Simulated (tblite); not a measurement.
# C4H8O5Si: the cost of one run

The runs use tblite 0.8.0 and PySCF 2.14.0, with density-fitted response routines of our own; the level of theory stands in each step. All values are computed, except where a source is named. Atoms count from 0, in the outputs and in this text.

## Step 1: The molecule as given

18 atoms, charge 0, multiplicity 1; geometry from: force field or distance geometry start.

Bonds of the start (Å): C0–C1 1.49, C1–O2 1.28, C1–O3 1.39, O3–Si4 1.74, Si4–O5 1.70, O5–C6 1.38, C6–C7 1.50, C7–O8 1.28, C7–O9 1.39, C0–H10 1.11, C0–H11 1.11, C0–H12 1.11, Si4–H13 1.46, Si4–H14 1.48, C6–H15 1.13, C6–H16 1.12, O9–H17 1.02.

## Step 2: Geometry optimisation with GFN2-xTB

The job: settings as JSON, then the geometry in Å.

```
{"job": {"kind": "relax", "xc": "GFN2-xTB", "basis": "xTB"}, "charge": 0, "multiplicity": 1}
C     -3.809600    -0.032400    -0.998400
C     -2.672600     0.467700    -0.170500
O     -2.818900     1.464600     0.616500
O     -1.424500    -0.142800    -0.215200
Si    -0.074500     0.381700     0.746000
O      1.356200     0.548100    -0.156700
C      2.136700    -0.589200    -0.193200
C      3.403000    -0.432300    -0.973200
O      4.221400    -1.412600    -1.099000
O      3.680000     0.787100    -1.584700
H     -4.794600     0.156500    -0.531000
H     -3.770800     0.382400    -2.028800
H     -3.755400    -1.135400    -1.116400
H     -0.339100     1.660800     1.400800
H      0.142200    -0.664200     1.765800
H      2.422400    -0.933400     0.839300
H      1.550900    -1.385400    -0.719800
H      4.538400     0.885000    -2.122700
```

On the command line:

```sh
$ OMP_NUM_THREADS=1 python probes_run.py task.json out
```

This one command runs all jobs of the session in turn.

**Question.** How long does this first job take on 1 thread of Arm Neoverse N1, shared host, and how much memory does it need?

About 2.1 s, with a peak of 0.18 GiB.
